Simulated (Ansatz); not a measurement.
# C3H5Li: the cost of one run

Program: Ansatz 0.2.0. Level of theory: UKS PBE0/STO-3G. These are calculated values, not measurements.

### 1 The starting structure

Bond lengths: Li1–C2 1.887 Å, C2–C3 1.327 Å, C3–C4 1.503 Å, C2–H5 1.094 Å, C3–H6 1.096 Å, C4–H7 1.101 Å, C4–H8 1.091 Å, C4–H9 1.091 Å. Angles: Li1–C2–C3 107.4°, Li1–C2–H5 140.1°, C3–C2–H5 112.5°, C2–C3–C4 124.7°, C2–C3–H6 123.1°, C4–C3–H6 112.2°, C3–C4–H7 110.3°, C3–C4–H8 110.9°, C3–C4–H9 110.8°, H7–C4–H8 108.6°, H7–C4–H9 108.6°, H8–C4–H9 107.5°.

As a file:

```xyz
9

Li   -0.9835    0.3821   -1.9208
C     0.5428    0.9353   -0.9589
C     0.5434    0.2801    0.1955
C    -0.5041   -0.7124    0.6163
H     1.3998    1.6081   -1.0599
H     1.3220    0.4088    0.9565
H    -1.2684   -0.8174   -0.1691
H    -0.0595   -1.6911    0.8026
H    -0.9924   -0.3935    1.5379
```

### 2 Relaxing the start

The input, input.yaml:

```yaml
crystal:
  periodic: [false, false, false]
  atoms:
    - { symbol: Li, position_ang: [-0.98348, 0.38208, -1.92083] }
    - { symbol: C, position_ang: [0.54276, 0.93525, -0.95889] }
    - { symbol: C, position_ang: [0.54336, 0.28006, 0.19547] }
    - { symbol: C, position_ang: [-0.50406, -0.71243, 0.61627] }
    - { symbol: H, position_ang: [1.3998, 1.6081, -1.05986] }
    - { symbol: H, position_ang: [1.32199, 0.40883, 0.95645] }
    - { symbol: H, position_ang: [-1.26844, -0.81737, -0.16907] }
    - { symbol: H, position_ang: [-0.05953, -1.69107, 0.80258] }
    - { symbol: H, position_ang: [-0.99239, -0.39346, 1.53788] }
magnetization:
  spin_polarized: true
basis:
  gaussian: { orbitals: STO-3G }
hamiltonian:
  xc: pbe0
relax:
  f_tol: 0.02
  max_steps: 40
```

Launch:

```sh
> ansatz run input.yaml --threads 1 --pin off --max-ram 2048MiB --backend cpu --events-out ev --progress --plain --runs-dir out
```

Q: Estimate wall time and peak memory on 1 thread of Arm Neoverse V1, shared host.

About 20 s, with a peak of 0.12 GiB.
